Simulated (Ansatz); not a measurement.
# C₂H₆F₂Ge: a ladder of functionals and wavefunction methods

One table from this session's results is given with a row withheld; the runs are named, their logs left out.

Method: functionals in def2-TZVPP, the program's frozen cores in correlated methods; program: Ansatz 0.2.0, Gaussian basis.

Plan: PBE-D4, r2SCAN-D4, PBE0-D4, B3LYP-D4, ωB97X-V, ωB97M-V, B2PLYP; CCSD(T)/def2-TZVPP; MP2/def2-QZVPP; extrapolation to the limit.

### Structure used throughout

An earlier PBE0-D4 in a triple-zeta def2 set relaxation fixed the geometry.

SMILES `FC[CH](F)[GeH3]`, 11 atoms, charge 0, spin multiplicity 1.

Atoms are counted from 1 here; the program's logs count them from 0.

Bond lengths: F1–C2 1.382 Å, C2–C3 1.496 Å, C2–H6 1.094 Å, C2–H7 1.096 Å, C3–F4 1.390 Å, C3–Ge5 1.989 Å, C3–H8 1.095 Å, Ge5–H9 1.532 Å, Ge5–H10 1.537 Å, Ge5–H11 1.536 Å. Angles: F1–C2–C3 111.1°, F1–C2–H6 107.9°, F1–C2–H7 107.9°, C3–C2–H6 110.6°, C3–C2–H7 109.9°, H6–C2–H7 109.4°, C2–C3–F4 109.9°, C2–C3–Ge5 112.4°, C2–C3–H8 109.5°, F4–C3–Ge5 108.4°, F4–C3–H8 107.3°, Ge5–C3–H8 109.2°, C3–Ge5–H9 108.0°, C3–Ge5–H10 109.1°, C3–Ge5–H11 109.3°, H9–Ge5–H10 110.2°, H9–Ge5–H11 110.3°, H10–Ge5–H11 109.8°.

The first run:

The input, in.yaml:

```yaml
crystal:
  periodic: [false, false, false]
  atoms:
    - {symbol: F, position_ang: [-1.647123, -1.655002, 1.162471]}
    - {symbol: C, position_ang: [-0.645073, -0.713651, 1.026351]}
    - {symbol: C, position_ang: [-0.327387, -0.468322, -0.415092]}
    - {symbol: F, position_ang: [0.285203, -1.589429, -0.961730]}
    - {symbol: Ge, position_ang: [0.878129, 1.092772, -0.668908]}
    - {symbol: H, position_ang: [0.237359, -1.083926, 1.556768]}
    - {symbol: H, position_ang: [-0.988880, 0.214996, 1.495263]}
    - {symbol: H, position_ang: [-1.256693, -0.300881, -0.970221]}
    - {symbol: H, position_ang: [1.280429, 1.145898, -2.146179]}
    - {symbol: H, position_ang: [0.128456, 2.376037, -0.275262]}
    - {symbol: H, position_ang: [2.120979, 0.924508, 0.217238]}
basis:
  gaussian: {orbitals: def2-TZVPP}
hamiltonian: {xc: pbe, dispersion: d4}
output: {forces: true, orbitals: {seedname: orbitals}}
```

Launch:

```sh
$ ansatz run in.yaml --threads 4 --pin off --events-out ev --progress --plain --max-ram 10444MiB
```

Among the steps run: PBE-D4 (GGA); r2SCAN-D4 (meta-GGA); PBE0-D4 (hybrid); B3LYP-D4 (hybrid); ωB97X-V (range-separated); ωB97M-V (range-separated); B2PLYP (double hybrid); CCSD(T) in def2-TZVPP; MP2 in def2-QZVPP.

One of the session's tables, all rows but one given; the rest of the session is left out.

It belongs to the step «Atomisation energies». 

| method | atomisation energy (kcal/mol) |
| --- | --- |
| PBE-D4 | 919.0 |
| r2SCAN-D4 | 904.6 |
| PBE0-D4 | ? |
| B3LYP-D4 | 898.4 |
| ωB97X-V | 906.4 |
| ωB97M-V | 901.4 |
| B2PLYP | 890.8 |
| HF/def2-TZVPP | 650.0 |
| MP2/def2-TZVPP | 895.5 |
| CCSD/def2-TZVPP | 870.6 |
| CCSD(T)/def2-TZVPP | 883.6 |
| MP2/CBS | 915.8 |
| CCSD(T)/CBS | 903.9 |

Estimate the missing values for PBE0-D4.

As computed: atomisation energy (kcal/mol): 900.9. In the column «atomisation energy (kcal/mol)» it lies between B3LYP-D4 (898.4) and ωB97M-V (901.4).

To keep in mind: Free atoms (2 F, 2 C, 1 Ge, 6 H) were run apart at each level; the atomisation energy is their sum less the molecule, without zero-point or spin-orbit terms.
